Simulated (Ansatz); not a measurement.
# Al2O3 (P-3m1): relaxation of cell and ions

What cell does Al2O3 (P-3m1) relax to? Aim: a relaxation of cell and ions, for Al2O3 (P-3m1), run from a script.

Program: Ansatz 0.2.0 through its Python package. Level of theory: DFT LDA, plane waves, PAW. These are calculated values, not measurements.

### Step 1. The structure

Symmetry: P-3m1, No. 164, trigonal system. The conventional cell has a = 3.017 Å, b = 3.017 Å, c = 7.575 Å, α = 90.00°, β = 90.00°, γ = 120.00°. Around Al (site symmetry 3m) lie 4 O at 1.68 to 1.84 Å. O (site symmetry 3m) has 3 Al at 1.84 Å as nearest neighbours. O (site symmetry -3m) has 2 Al at 1.68 Å as nearest neighbours.

No structure file is read: the coordinates are typed or built in the script.

### Step 2. The script

Input file vcrelax_al2o3.py:

```python
'''Variable-cell relaxation of Al2O3.'''

from collections import Counter
import argparse
import warnings

import ansatz as az
from ase import Atoms
from ase.io import write
from ase.neighborlist import neighbor_list
import numpy as np
from pymatgen.core import Structure

parser = argparse.ArgumentParser(description='Variable-cell relaxation of Al2O3.')
parser.add_argument('--ecut', type=float, required=True, help='plane-wave cutoff (eV)')
parser.add_argument('--kgrid', type=int, nargs=3, default=[12, 12, 4], help='k-point sampling')
parser.add_argument('--smearing-width', type=float, default=0.02, help='smearing width (eV)')
args = parser.parse_args()

def edges_and_angles(cell):
    cell = np.asarray(cell)
    a, b, c = np.linalg.norm(cell, axis=1)
    cosines = cell[1] @ cell[2] / (b * c), cell[0] @ cell[2] / (a * c), cell[0] @ cell[1] / (a * b)
    return (a, b, c, *np.degrees(np.arccos(cosines)))

warnings.simplefilter('ignore', az.DeckWarning)

cell = (
    az.Lattice.from_parameters(3.017483, 3.017483, 7.574636, alpha=90.0, beta=90.0, gamma=120.0)
    .atom('Al', [0.0, 0.0, 0.277951])
    .atom('Al', [0.0, 0.0, 0.722049])
    .atom('O', [1 / 3, 2 / 3, 0.199454])
    .atom('O', [2 / 3, 1 / 3, 0.800546])
    .atom('O', [0.0, 0.0, 0.5])
)

# every cell quantity that the symmetry leaves free
setup = (
    cell.calculation()
    .functional(az.Functional.LDA)
    .pseudopotentials('paw')
    .basis(args.ecut)
    .kpoints(*args.kgrid, center='gamma')
    .occupations(az.OccupationsMethod.FERMI_DIRAC, width=args.smearing_width)
    .relax(max_steps=40, cell=True, stress_tolerance=0.05)
    .band_table()
)
steps = []


def follow(event):
    if event['event'] != 'relax_step':
        return
    row = event['data']
    steps.append(row)
    print(f'step {row["step"]:3d}  E = {row["lagrangian_ev"]:.5f} eV  largest force component = {row["allowed_force_max_ev_ang"]:.4f} eV/A  P = {row["pressure_gpa"]:.3f} GPa')


res = setup.session().plan(threads=1).execute(on_event=follow)
data = res.report

first, last = steps[0], steps[-1]
symbols = [site.symbol for site in res.lattice.sites]
print(f'energy gained {first["lagrangian_ev"] - last["lagrangian_ev"]:.4f} eV in {len(steps) - 1} steps')
for label, vectors in (('before', first['cell_ang']), ('after', res.lattice.cell_ang)):
    print(label, 'a b c (A) {:.4f} {:.4f} {:.4f}  angles {:.2f} {:.2f} {:.2f}'.format(*edges_and_angles(vectors)), f' V = {abs(np.linalg.det(vectors)):.3f} A^3')
print('final stress xx yy zz (GPa, compression positive):', np.round(np.diag(data['stress_gpa']), 3) + 0.0)

relaxed = Atoms(symbols, positions=[site.position_ang for site in res.lattice.sites], cell=res.lattice.cell_ang, pbc=True)
write('relaxed.vasp', relaxed, format='vasp')

final = Atoms(symbols, positions=last['positions_ang'], cell=res.lattice.cell_ang, pbc=True)
i, j, d = neighbor_list('ijd', final, 4.5)
print('neighbours within 1.15 times the shortest distance of each atom (A)')
for atom in range(len(final)):
    near = [m for m in np.argsort(d) if i[m] == atom]
    shell = [m for m in near if d[m] < 1.15 * d[near[0]]]
    print(f'{symbols[atom]}{atom} ({len(shell)}):', ', '.join(f'{symbols[j[m]]} {d[m]:.3f}' for m in shell))

energy = data['free_energy_ev']
print('F of the Al2O3 cell: {:.6f} eV = {:.6f} Ry = {:.6f} Ha'.format(energy, energy / 13.605693, energy / 27.211386))
print('Fermi level {:.4f} eV, {} k-points, {} symmetry operations'.format(data['fermi_energy_ev'], data['n_kpoints'], data['n_symmetry_ops']))

final = Structure(res.lattice.cell_ang, [s.symbol for s in res.lattice.sites], [s.position_frac for s in res.lattice.sites])
# shortest distances, periodic images included
for index, site in enumerate(final):
    near = final.get_neighbors(site, 4.5)
    edge = 1.15 * min(n.nn_distance for n in near)
    shell = Counter((round(n.nn_distance, 2), n.specie.symbol) for n in near if n.nn_distance < edge)
    print(f'{index:2d} {site.specie.symbol:2s}', ', '.join(f'{count} {symbol} at {d:.2f}' for (d, symbol), count in sorted(shell.items())))

# band edges over the mesh points; the true edges can lie between them
levels = np.array(data['eigenvalues_ev'])
filled = round(data['n_electrons'] / 2)
top, bottom = levels[:, filled - 1], levels[:, filled]
print('top of band', filled, 'at k =', data['kpoints_frac'][top.argmax()], f'{top.max():.4f} eV')
print('bottom of band', filled + 1, 'at k =', data['kpoints_frac'][bottom.argmin()], f'{bottom.min():.4f} eV')
print(f'gap by band count {bottom.min() - top.max():.3f} eV, least direct gap {(bottom - top).min():.3f} eV')
```

### Step 3. The input behind the calls

The package turns the script's settings into the engine's input:

```yaml
crystal:
  lattice:
    a: 3.017483
    b: 3.017483
    c: 7.574636
    alpha: 90.0
    beta: 90.0
    gamma: 120.0
  atoms:
    - { symbol: Al, position: [0.0, 0.0, 0.277951] }
    - { symbol: Al, position: [0.0, 0.0, 0.722049] }
    - { symbol: O, position: [0.3333333333333333, 0.6666666666666666, 0.199454] }
    - { symbol: O, position: [0.6666666666666666, 0.3333333333333333, 0.800546] }
    - { symbol: O, position: [0.0, 0.0, 0.5] }
basis:
  ecutwfc: 550.0
kpoints:
  mp_grid:
    grid: [12, 12, 4]
    shift: [0.0, 0.0, 0.0]
hamiltonian:
  xc: lda
  pseudopotentials:
    kind: paw
scf:
  occupations:
    method: fermi_dirac
    width: 0.02
relax:
  max_steps: 40
  cell:
    stress_tol: 0.05
output:
  eigenvalues: true
```

### Step 4. The run

Started as:

```sh
$ python vcrelax_al2o3.py --ecut 550.0
```

**Question.** What results will this script give? Wanted: free energy; moves of the relaxation; energy gained; last largest force component; relaxed conventional cell; space group at the end.

**Answer**, as computed:

| quantity | value |
| --- | --- |
| free energy | -2698.1993 eV (-539.6399 eV/atom) |
| moves of the relaxation | 5 |
| energy gained (ahead of the last change of basis) | 16.7 meV/atom |
| last largest force component | 0.0012 eV/Å |
| relaxed conventional cell | a = 2.963 Å, b = 2.963 Å, c = 7.350 Å, α = 90.00°, β = 90.00°, γ = 120.00° |
| space group at the end | P-3m1 |

In words: The volume shrank by 6.4 % over 5 moves, and the space group stayed P-3m1. Reading the output:
- Only differences from the Fermi energy are physical; the zero of the scale is a convention.
- Energies along a relaxation are free energies. Rows at an unchanged volume are solved on a plane-wave basis chosen afresh for that cell, so the energy jumps there and such rows are no steps of the walk.
- The structure is layered, and without a dispersion term the spacing of the layers is poorly determined.
- In a crystal with a gap the Fermi level's place inside it depends on smearing and mesh.
- The structure comes from a database of computed cells and needn't be a stable or known phase.
